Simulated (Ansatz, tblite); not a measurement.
# The cluster Zn5H18O5: a ladder of methods and basis sets

The task here is to estimate one member of a computed series from the others.

Method: as each input shows; program: Ansatz 0.2.0, Gaussian basis.

The runs, in order: GFN1-xTB, GFN2-xTB, PBE-D4/def2-TZVP, r2SCAN-D4/def2-TZVP, r2SCAN0-D4/def2-TZVP, B2PLYP/def2-TZVP, ωB97M-V/def2-TZVP, PBE-D4/def2-SVP, PBE0-D4/def2-SVP, MP2/def2-TZVP, RPA/def2-TZVP.

2 further runs of the same task are left out: 2 set aside as unsound or not needed.

## The geometry

The singlet was relaxed beforehand with PBE-D4/def2-SVP.

28 atoms, charge 0, spin multiplicity 1.

Bond lengths: Zn1–O6 2.057 Å, Zn1–O8 2.095 Å, Zn1–H11 1.561 Å, Zn1–H12 1.818 Å, Zn2–O7 2.116 Å, Zn2–H13 1.557 Å, Zn2–H14 1.606 Å, Zn3–O6 2.012 Å, Zn3–O9 2.178 Å, Zn3–H15 1.584 Å, Zn3–H16 1.732 Å, Zn4–O10 2.079 Å, Zn4–H17 1.605 Å, Zn4–H18 1.558 Å, Zn5–O6 2.224 Å, Zn5–H12 1.654 Å, Zn5–H16 1.751 Å, Zn5–H19 1.619 Å and more. Angles: O6–Zn1–O8 90.7°, O6–Zn1–H11 130.2°, O6–Zn1–H12 92.0°, O8–Zn1–H11 111.8°, O8–Zn1–H12 103.6°, H11–Zn1–H12 122.1°, O7–Zn2–H13 110.2°, O7–Zn2–H14 94.8°, H13–Zn2–H14 154.9°, O6–Zn3–O9 93.4°, O6–Zn3–H15 125.8°, O6–Zn3–H16 93.6°, O9–Zn3–H15 110.1°, O9–Zn3–H16 96.6°, H15–Zn3–H16 128.9°, O10–Zn4–H17 102.5°, O10–Zn4–H18 107.3°, H17–Zn4–H18 150.2° and more.

PBE0-D4/def2-TZVP was run before; its log isn't repeated, and its numbers join the tables.

Set-up of the first run:

Tight binding, by tblite at 300 K electronic temperature and without a spin-polarisation term:

```python
tblite.interface.Calculator('GFN1-xTB', numbers, positions, charge=0, uhf=0).singlepoint()
```

Tight binding, by tblite at 300 K electronic temperature and without a spin-polarisation term:

```python
tblite.interface.Calculator('GFN2-xTB', numbers, positions, charge=0, uhf=0).singlepoint()
```

start.molden holds the orbitals of an earlier run on this state, given as this run's starting guess.

The input, in.yaml:

```yaml
crystal:
  periodic: [false, false, false]
  atoms:
    - {symbol: Zn, position_ang: [-2.413794, 0.658339, 2.274067]}
    - {symbol: Zn, position_ang: [-2.163812, 2.557858, -2.304554]}
    - {symbol: Zn, position_ang: [0.459003, -1.259325, 1.006518]}
    - {symbol: Zn, position_ang: [3.888299, -2.794169, -1.491590]}
    - {symbol: Zn, position_ang: [0.136264, 1.226010, 1.784146]}
    - {symbol: O, position_ang: [-1.253120, -0.218662, 0.820290]}
    - {symbol: O, position_ang: [-0.617800, 1.442789, -1.387046]}
    - {symbol: O, position_ang: [-3.242235, 1.964310, 0.860777]}
    - {symbol: O, position_ang: [1.360952, -0.340625, -0.750008]}
    - {symbol: O, position_ang: [2.537234, -3.759731, -0.241348]}
    - {symbol: H, position_ang: [-3.506034, 0.038251, 3.201413]}
    - {symbol: H, position_ang: [-0.996311, 1.585536, 2.935276]}
    - {symbol: H, position_ang: [-2.341970, 2.113878, -3.785987]}
    - {symbol: H, position_ang: [-2.511309, 3.413510, -0.990921]}
    - {symbol: H, position_ang: [0.597906, -2.835242, 0.927916]}
    - {symbol: H, position_ang: [1.126834, -0.164782, 2.170542]}
    - {symbol: H, position_ang: [3.068552, -1.491865, -1.948089]}
    - {symbol: H, position_ang: [5.181942, -3.662207, -1.534786]}
    - {symbol: H, position_ang: [0.736891, 2.167094, 0.611943]}
    - {symbol: H, position_ang: [-1.416469, 0.151053, -0.075346]}
    - {symbol: H, position_ang: [0.016634, 0.739480, -1.668551]}
    - {symbol: H, position_ang: [-0.157711, 1.831924, -0.571743]}
    - {symbol: H, position_ang: [-4.160544, 2.255727, 1.003557]}
    - {symbol: H, position_ang: [-2.884517, 2.538606, 0.105887]}
    - {symbol: H, position_ang: [2.099336, -0.880978, -1.225670]}
    - {symbol: H, position_ang: [1.813374, 0.447646, -0.374318]}
    - {symbol: H, position_ang: [1.749159, -3.322915, 0.223582]}
    - {symbol: H, position_ang: [2.870644, -4.440110, 0.371743]}
basis:
  gaussian: {orbitals: def2-TZVP, fitting: {mean_field: def2-universal-jkfit}, initial_orbitals: start.molden}
hamiltonian: {xc: pbe, dispersion: d4}
scf: {omitted_lower_state_checks: [starts]}
output: {forces: true, orbitals: {seedname: orbitals}}
```

On the command line:

```console
$ ansatz run in.yaml --threads 2 --pin off --events-out ev --progress --plain --max-ram 32768MiB --backend cuda --devices 0, --max-vram 18GiB
```

Steps of the session up to this table: PBE-D4/def2-TZVP; r2SCAN-D4/def2-TZVP; r2SCAN0-D4/def2-TZVP; B2PLYP/def2-TZVP; ωB97M-V/def2-TZVP; PBE-D4/def2-SVP; PBE0-D4/def2-SVP; MP2/def2-TZVP; RPA/def2-TZVP.

One of the session's tables, all rows but one given; the rest of the session is left out.

It belongs to the step «Binding energy». 

| level | binding an atom (eV) |
| --- | --- |
| HF/def2-TZVP | 1.758 |
| PBE-D4/def2-SVP | ? |
| PBE-D4/def2-TZVP | 2.596 |
| r2SCAN-D4/def2-TZVP | 2.631 |
| PBE0-D4/def2-SVP | 2.617 |
| PBE0-D4/def2-TZVP | 2.553 |
| r2SCAN0-D4/def2-TZVP | 2.579 |
| ωB97M-V/def2-TZVP | 2.609 |
| MP2/def2-TZVP | 2.511 |

Estimate the missing values for PBE-D4/def2-SVP.

As computed: binding an atom (eV): 2.675. In the column «binding an atom (eV)» it is the highest.

Caveats from the session: Free atoms were run apart at each level; binding is atoms less cluster, divided by the number of atoms, without zero-point or spin-orbit terms.
